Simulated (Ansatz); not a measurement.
The same calculation of C4H7FSi, SMILES F[SiH]1CC=CC1 as a Python script and as an input file (Ansatz 0.2.0, Python API).

The script, `opt_c4h7fsi.py`:
```python
# -*- coding: utf-8 -*-
"""Minimum-energy structure of C4H7FSi."""

import itertools

import ansatz as az
from ase.data import atomic_numbers, covalent_radii
import numpy as np

BASIS = "def2-SVP"
XC = "cam_b3lyp"

GEOMETRY = """
F    -0.28790    2.49610   -0.61340
Si   -0.23790    1.29900    0.45000
C     1.35440    0.27560    0.19840
C     0.87160   -1.07230   -0.29350
C    -0.45200   -1.26230   -0.44520
C    -1.38660   -0.11770   -0.11560
H    -0.46300    1.75050    1.84970
H     1.89550    0.16710    1.14260
H     2.00320    0.74650   -0.54560
H     1.59120   -1.85360   -0.51790
H    -0.85810   -2.20500   -0.79840
H    -1.95880    0.17810   -0.99940
H    -2.07150   -0.40210    0.68820
"""

c4h7fsi = az.Crystal.molecule()
for line in GEOMETRY.strip().splitlines():
    symbol, *xyz = line.split()
    c4h7fsi = c4h7fsi.atom(symbol, [float(v) for v in xyz])

model = c4h7fsi.calculation().basis(gaussian=BASIS).functional(XC)
symbols = [site.symbol for site in c4h7fsi.cartesian_sites]
start = np.array([site.position_ang for site in c4h7fsi.cartesian_sites], dtype=float)
def progress(event):
    if event["event"] == "relax_step":
        row = event["data"]
        print(f"step {row['step']:3d}  E = {row['lagrangian_ev']:.6f} eV  largest force component {row['allowed_force_max_ev_ang']:.4f} eV/A")


report = model.relax(force_tolerance=0.02).session().plan().execute(on_event=progress).report
end = np.array(report["positions_ang"])

for key in ("converged", "free_energy_ev", "reference_energy_ev", "n_frozen", "n_occupied", "n_virtual"):
    print(f"{key:22s} {report[key]}")

# pairs closer than 1.2 times the sum of covalent radii, before or after
radius = [covalent_radii[atomic_numbers[s]] for s in symbols]
span = lambda where, i, j: np.linalg.norm(where[i] - where[j])
bonded = [(i, j) for i, j in itertools.combinations(range(len(symbols)), 2) if min(span(start, i, j), span(end, i, j)) < 1.2 * (radius[i] + radius[j])]
print("pair        before    after (A)")
for i, j in bonded:
    print(f"{symbols[i]}{i}-{symbols[j]}{j}".ljust(10), f"{span(start, i, j):8.4f} {span(end, i, j):8.4f}")

charges = report["charge_distribution"]
dipole = np.array(charges["dipole_moment_e_ang"]) * 4.803205
print("dipole (D): {:.3f} {:.3f} {:.3f}, length {:.3f}".format(*dipole, np.linalg.norm(dipole)))
print("atom  Mulliken   Lowdin")
for symbol, m, l in zip(symbols, charges["mulliken_charges_e"], charges["lowdin_charges_e"]):
    print(f"{symbol:4s} {m:9.3f} {l:8.3f}")
```

```console
$ python opt_c4h7fsi.py
step   1  E = -14847.144328 eV  largest force component 2.1161 eV/A
step   2  E = -14847.242772 eV  largest force component 0.6084 eV/A
step   3  E = -14847.260804 eV  largest force component 0.2566 eV/A
step   4  E = -14847.263481 eV  largest force component 0.0644 eV/A
step   5  E = -14847.264341 eV  largest force component 0.0397 eV/A
step   6  E = -14847.265827 eV  largest force component 0.0231 eV/A
step   7  E = -14847.266407 eV  largest force component 0.0429 eV/A
step   8  E = -14847.266794 eV  largest force component 0.0338 eV/A
step   9  E = -14847.267078 eV  largest force component 0.0206 eV/A
step  10  E = -14847.267082 eV  largest force component 0.0196 eV/A
converged              True
free_energy_ev         -14847.267202486499
reference_energy_ev    -14847.267202486499
n_frozen               0
n_occupied             [27, 27]
n_virtual              [96, 96]
pair        before    after (A)
F0-Si1       1.6020   1.6293
Si1-C2       1.9095   1.8816
Si1-C5       1.9096   1.8816
Si1-H6       1.4878   1.4847
C2-C3        1.5139   1.5129
C2-H7        1.0937   1.1035
C2-H8        1.0937   1.1028
C3-C4        1.3457   1.3381
C3-H9        1.0856   1.0947
C4-C5        1.5140   1.5129
C4-H10       1.0855   1.0947
C5-H11       1.0936   1.1028
C5-H12       1.0936   1.1035
dipole (D): 0.094 -1.347 0.863, length 1.603
atom  Mulliken   Lowdin
F       -0.338   -0.033
Si       0.772    0.336
C       -0.203   -0.112
C       -0.063   -0.049
C       -0.063   -0.049
C       -0.203   -0.112
H       -0.124   -0.098
H        0.051    0.024
H        0.054    0.024
H        0.006    0.011
H        0.006    0.011
H        0.054    0.024
H        0.051    0.024
```

`input.yaml`:
```yaml
crystal:
  periodic: [false, false, false]
  atoms:
    - { symbol: F, position_ang: [-0.2879, 2.4961, -0.6134] }
    - { symbol: Si, position_ang: [-0.2379, 1.299, 0.45] }
    - { symbol: C, position_ang: [1.3544, 0.2756, 0.1984] }
    - { symbol: C, position_ang: [0.8716, -1.0723, -0.2935] }
    - { symbol: C, position_ang: [-0.452, -1.2623, -0.4452] }
    - { symbol: C, position_ang: [-1.3866, -0.1177, -0.1156] }
    - { symbol: H, position_ang: [-0.463, 1.7505, 1.8497] }
    - { symbol: H, position_ang: [1.8955, 0.1671, 1.1426] }
    - { symbol: H, position_ang: [2.0032, 0.7465, -0.5456] }
    - { symbol: H, position_ang: [1.5912, -1.8536, -0.5179] }
    - { symbol: H, position_ang: [-0.8581, -2.205, -0.7984] }
    - { symbol: H, position_ang: [-1.9588, 0.1781, -0.9994] }
    - { symbol: H, position_ang: [-2.0715, -0.4021, 0.6882] }
basis:
  gaussian:
    orbitals: def2-SVP
hamiltonian:
  xc: cam_b3lyp
relax:
  f_tol: 0.02
```

Caveats:
- Total energies depend on the basis set; only differences at equal settings carry meaning.
- The end point is the stationary point reached from this start; no frequency run checks that it is a minimum, and the basis set is modest.
- The Löwdin charges here are taken after orthogonalising the functions within each atom; they differ from plain Löwdin charges, and their signs can be unphysical.
- The whole script took 73 s on 1 thread of Arm Neoverse V2 (shared host), peak memory 0.44 GiB.
